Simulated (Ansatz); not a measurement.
Predict the output of the script below (Ansatz 0.2.0, Python API).

The script, `clh5nsi2.py`:
```python
# -*- coding: utf-8 -*-
'''Dispersion corrections for ClH5NSi2.'''

from dataclasses import dataclass

import ansatz


@dataclass
class RunConfig:
    basis: str = 'def2-SVP'


opts = RunConfig()


def main():
    geometry_ang = [
        ('N', (-1.1397, 1.3032, 0.607)),
        ('Si', (-0.4246, -0.1587, 0.8575)),
        ('Si', (0.4419, -1.1318, -1.059)),
        ('Cl', (1.1147, 0.2081, 2.2451)),
        ('H', (-1.4806, 1.7269, 1.4737)),
        ('H', (-0.5077, 2.0325, 0.234)),
        ('H', (1.4796, -0.2123, -1.6859)),
        ('H', (1.2022, -2.3891, -0.7056)),
        ('H', (-0.5973, -1.4252, -1.9839)),
    ]
    geometry = ansatz.Crystal.molecule()
    for symbol, xyz in geometry_ang:
        geometry = geometry.atom(symbol, xyz)

    base = (
        geometry.calculation()
        .basis(gaussian=opts.basis)  # the orbital basis, by name
        .spin('collinear', total=1)
    )
    for name in ['r2scan', 'revpbe']:
        for correction in ('d3bj', 'd4'):
            summary = base.functional(name, dispersion=correction).run(threads=1, pin='off').report
            print(f'{name:8s} {correction:5s} total {summary["free_energy_ev"]:.5f} eV, of which dispersion {1000 * summary["dispersion"]["energy"]["ev"]:.2f} meV')


if __name__ == '__main__':
    main()
```

```console
$ python clh5nsi2.py
DeckWarning: the engine holds no damping parameters fitted to this dispersion correction and functional, so the run takes those fitted to r2scan beside the three-body term, which d3bj leaves out (hamiltonian.dispersion, under Limitations)
r2scan   d3bj  total -29836.74704 eV, of which dispersion -68.52 meV
r2scan   d4    total -29836.73483 eV, of which dispersion -56.30 meV
revpbe   d3bj  total -29834.08490 eV, of which dispersion -570.71 meV
revpbe   d4    total -29834.15493 eV, of which dispersion -640.74 meV
```
(Warnings from the package without file and line.)

Total energies depend on the basis set; only differences at equal settings carry meaning. The geometry is a force-field or estimated start, not a minimum of this method, and the basis set is short of its limit. D4 holds the three-body term, and d3bj doesn't. The species is open-shell (spin multiplicity 2). A dispersion term here runs with damping parameters fitted for another variant or functional. It ran for 33 s on 1 thread of Arm Neoverse V1 (shared host), peak memory 0.26 GiB.

(A comment or docstring line of the script was reworded after the run, the code is as it ran; lines on the test bed's own set-up are left out of the output.)
